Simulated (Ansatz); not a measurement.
# C2H8B2O: the cost of one run

Method: RKS PBE/def2-SVP, in Ansatz 0.2.0.

## (1) The starting structure

Bond lengths: B1–B2 1.631 Å, B2–C3 1.565 Å, C3–O4 1.375 Å, O4–C5 1.364 Å, B1–H6 1.158 Å, B1–H7 1.224 Å, B2–H8 1.140 Å, C3–H9 1.116 Å, C3–H10 1.161 Å, C5–H11 1.088 Å, C5–H12 1.112 Å, C5–H13 1.085 Å. Angles (14 of 19 angles, heavy atoms first): B1–B2–C3 119.0°, B2–C3–O4 113.8°, C3–O4–C5 115.9°, B1–B2–H8 121.5°, C3–B2–H8 119.4°, B2–B1–H6 125.4°, B2–B1–H7 118.8°, B2–C3–H9 108.5°, B2–C3–H10 107.7°, O4–C3–H9 111.1°, O4–C3–H10 109.7°, O4–C5–H11 110.3°, O4–C5–H12 109.8°, O4–C5–H13 107.4°.

Structure file:

```xyz
13

B    -0.9990    2.2813    1.0368
B    -1.1442    0.8547    0.2597
C     0.1378   -0.0072    0.0092
O    -0.1076   -1.1913   -0.6449
C     0.9798   -1.9822   -0.8724
H    -0.0039    2.7512    1.3958
H    -1.9995    2.9663    1.2017
H    -2.1534    0.4786   -0.1127
H     0.8777    0.6139   -0.5498
H     0.6244   -0.2236    1.0410
H     0.6781   -2.9093   -1.3562
H     1.7252   -1.4310   -1.4868
H     1.4050   -2.2360    0.0934
```

## (2) End point A

input.yaml reads:

```yaml
crystal:
  periodic: [false, false, false]
  atoms:
    - { symbol: B, position_ang: [-0.999, 2.2813, 1.0368] }
    - { symbol: B, position_ang: [-1.1442, 0.8547, 0.2597] }
    - { symbol: C, position_ang: [0.1378, -0.0072, 0.0092] }
    - { symbol: O, position_ang: [-0.1076, -1.1913, -0.6449] }
    - { symbol: C, position_ang: [0.9798, -1.9822, -0.8724] }
    - { symbol: H, position_ang: [-0.0039, 2.7512, 1.3958] }
    - { symbol: H, position_ang: [-1.9995, 2.9663, 1.2017] }
    - { symbol: H, position_ang: [-2.1534, 0.4786, -0.1127] }
    - { symbol: H, position_ang: [0.8777, 0.6139, -0.5498] }
    - { symbol: H, position_ang: [0.6244, -0.2236, 1.041] }
    - { symbol: H, position_ang: [0.6781, -2.9093, -1.3562] }
    - { symbol: H, position_ang: [1.7252, -1.431, -1.4868] }
    - { symbol: H, position_ang: [1.405, -2.236, 0.0934] }
basis:
  gaussian: { orbitals: def2-SVP }
hamiltonian:
  xc: pbe
relax:
  f_tol: 0.02
  max_steps: 50
```

Launch:

```sh
> ansatz run input.yaml --threads 2 --pin off --max-ram 3072MiB --backend cpu --events-out ev --progress --plain --runs-dir out
```

Q: Estimate wall time and peak memory on 2 threads of Arm Neoverse V1, shared host.

About 49 s, with a peak of 0.14 GiB.
